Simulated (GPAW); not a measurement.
Runs of GPAW 26.7.0 on Ti3Se. It takes space group P-6m2 (No. 187, hexagonal). Conventional cell: a = 3.197 Å, b = 3.197 Å, c = 7.943 Å, α = 90.00°, β = 90.00°, γ = 120.00°. Around Se (site symmetry -6m2) lie 6 Ti at 2.58 Å. Ti (site symmetry -6m2) is surrounded by 12 Ti at 2.85 to 3.20 Å. Ti (site symmetry 3m) has 3 Se at 2.58 Å and 3 Ti at 2.85 Å as nearest neighbours. The cell comes from a database or a generator and needn't be the stable form of this composition.

| task | level | potentials or basis | cell | optimizer | fmax | max steps | convergence | band path | gap on the mesh (eV) | pressure (GPa) | relaxed volume (Å³/atom) | largest force (eV/Å) |
| --- | --- | --- | --- | --- | --- | --- | --- | --- | --- | --- | --- | --- |
| relaxation of cell and atoms | PBEsol+D3(BJ) | PAW data sets generated in the run's folder for this functional, pw | relaxed | BFGS | 0.02 eV/Å | 60 | density=1e-05 forces=0.0001 | - | none | 0.0 | 16.11 | - |
| relaxation of cell and atoms | PBEsol+D4 | PAW data sets generated in the run's folder for this functional, pw | relaxed | BFGS | 0.02 eV/Å | 60 | density=1e-05 forces=0.0001 | - | none | 0.0 | 16.67 | 0.01 |
| relaxation of cell and atoms | PBEsol+D3 | PAW data sets generated in the run's folder for this functional, pw | relaxed | BFGS | 0.02 eV/Å | 60 | density=1e-05 forces=0.0001 | - | none | 0.1 | (a) | - |
| band structure | r2SCAN | GPAW PAW data sets (gpaw-data 1.2.1), pw | as given | - | - | - | - | GMKGALHA,LM,KH | - | -0.9 | - | 0.06 |
| relaxation of cell and atoms | PBEsol+D3(BJ)+ATM | PAW data sets generated in the run's folder for this functional, pw | relaxed | BFGS | 0.02 eV/Å | 60 | density=1e-05 forces=0.0001 | - | none | 0.1 | (b) | - |
| relaxation of cell and atoms | PBEsol | PAW data sets generated in the run's folder for this functional, pw | relaxed | BFGS | 0.02 eV/Å | 60 | density=1e-05 forces=0.0001 | - | none | -0.1 | 16.89 | - |

Alike in all rows: no spin polarisation; k mesh 6 × 6 × 3; cutoff (eV) 600; smearing fermi-dirac 0.05 eV; the mesh is coarse, so values aren't converged.

Q: Estimate the missing entries.

A: (a) 16.41; (b) 16.23.

Caveats: all runs use coarse meshes; later steps reuse the first step's grids (some runs); pairwise dispersion overbinds metals, which lowers pressure and volume (some runs); the PAW data sets were made with another functional, which shifts forces and pressure a little (some runs).

A k mesh can miss the band edges, and the runs leave out spin-orbit coupling on Se.

A gap of «none» marks a metal or a gap under the smearing width.

Runs at the PBE level aren't shown here.
